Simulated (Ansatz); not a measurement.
# C2H4HfO3: a ladder of functionals and wavefunction methods

An exercise on one series of results from a longer session: the logs are not shown, and one member is left open.

The runs use Ansatz 0.2.0, Gaussian basis; functionals in def2-TZVPP, the program's frozen cores in correlated methods.

The runs, in order: LDA (SPW92), PBE-D4, revPBE-D4, BLYP-D4, r2SCAN-D4, B97M-V, PBE0-D4, B3LYP-D4, r2SCANh-D4, r2SCAN0-D4, HSE06-D4, BHLYP-D4, CAM-B3LYP-D4, LC-ωPBE, ωB97X-V, ωB97M-V, B2PLYP, PBE-QIDH; CCSD(T)/def2-SVP; CCSD(T)/def2-TZVPP; MP2/def2-QZVPP; extrapolation to the limit; RPA on PBE.

### Structure used throughout

An earlier PBE0-D4 in a triple-zeta def2 set relaxation fixed the geometry. Hf takes the def2 core potential; no spin-orbit term is included.

SMILES `C#[C][Hf]([OH])([OH])[OH]`, 10 atoms, charge 0, spin multiplicity 1.

Atoms are counted from 1 here; the program's logs count them from 0.

Bond lengths: C1–C2 1.214 Å, C1–H7 1.067 Å, C2–Hf3 2.207 Å, Hf3–O4 1.920 Å, Hf3–O5 1.920 Å, Hf3–O6 1.920 Å, O4–H8 0.951 Å, O5–H9 0.951 Å, O6–H10 0.951 Å. Angles: C2–C1–H7 180.0°, C1–C2–Hf3 180.0°, C2–Hf3–O4 107.6°, C2–Hf3–O5 107.6°, C2–Hf3–O6 107.6°, O4–Hf3–O5 111.3°, O4–Hf3–O6 111.3°, O5–Hf3–O6 111.3°, Hf3–O4–H8 159.6°, Hf3–O5–H9 159.7°, Hf3–O6–H10 159.6°.

The first run:

Contents of in.yaml:

```yaml
crystal:
  periodic: [false, false, false]
  atoms:
    - {symbol: C, position_ang: [0.805406, -1.200576, -2.493675]}
    - {symbol: C, position_ang: [0.465979, -0.694739, -1.443079]}
    - {symbol: Hf, position_ang: [-0.150662, 0.224589, 0.466366]}
    - {symbol: O, position_ang: [-0.485115, -1.196139, 1.713858]}
    - {symbol: O, position_ang: [-1.741268, 1.246717, 0.132084]}
    - {symbol: O, position_ang: [1.287680, 1.349048, 1.060779]}
    - {symbol: H, position_ang: [1.103556, -1.644910, -3.416527]}
    - {symbol: H, position_ang: [-0.958018, -1.764374, 2.312757]}
    - {symbol: H, position_ang: [-2.320205, 1.998405, 0.061330]}
    - {symbol: H, position_ang: [1.992648, 1.681971, 1.606118]}
basis:
  gaussian: {orbitals: def2-TZVPP}
hamiltonian: {xc: lda}
output: {orbitals: {seedname: orbitals}}
```

Run with:

```console
$ ansatz run in.yaml --threads 4 --pin off --events-out ev --progress --plain --max-ram 11315MiB
```

Steps of the session up to this table: LDA; PBE-D4 (GGA); revPBE-D4 (GGA); BLYP-D4 (GGA); r2SCAN-D4 (meta-GGA); B97M-V (meta-GGA); PBE0-D4 (hybrid); B3LYP-D4 (hybrid); r2SCANh-D4 (hybrid); r2SCAN0-D4 (hybrid); HSE06-D4 (hybrid); BHLYP-D4 (hybrid); CAM-B3LYP-D4 (range-separated); LC-ωPBE (range-separated); ωB97X-V (range-separated); ωB97M-V (range-separated); B2PLYP (double hybrid); PBE-QIDH (double hybrid).

One table of the session follows, with a row left open; its other results are not shown here.

It belongs to the step «Frontier levels by functional». 

```
  functional  HOMO (eV)  gap (eV)
 LDA (SPW92)      -6.63      5.15
      PBE-D4      -6.41      5.21
   revPBE-D4      -6.33      5.24
     BLYP-D4      -6.23      5.15
   r2SCAN-D4      -6.66      5.66
      B97M-V      -6.61      5.64
     PBE0-D4      -7.63      7.30
    B3LYP-D4          ?         ?
  r2SCANh-D4      -7.12      6.43
  r2SCAN0-D4      -7.81      7.59
    HSE06-D4      -7.23      6.52
    BHLYP-D4      -8.67      9.18
CAM-B3LYP-D4      -8.98      9.63
     LC-ωPBE     -10.42     12.20
     ωB97X-V     -10.01     11.61
     ωB97M-V      -9.89     10.98
```

Estimate the missing values for B3LYP-D4.

Worked estimate for «HOMO (eV)». Against the share of exact exchange, BLYP-D4 (0, -6.23), BHLYP-D4 (0.5, -8.67) give a slope of -4.88 per unit share; at 0.2 the line stands at -7.21.

As computed: HOMO (eV): -7.37; gap (eV): 6.81. In «HOMO (eV)» the line misses by +0.16.
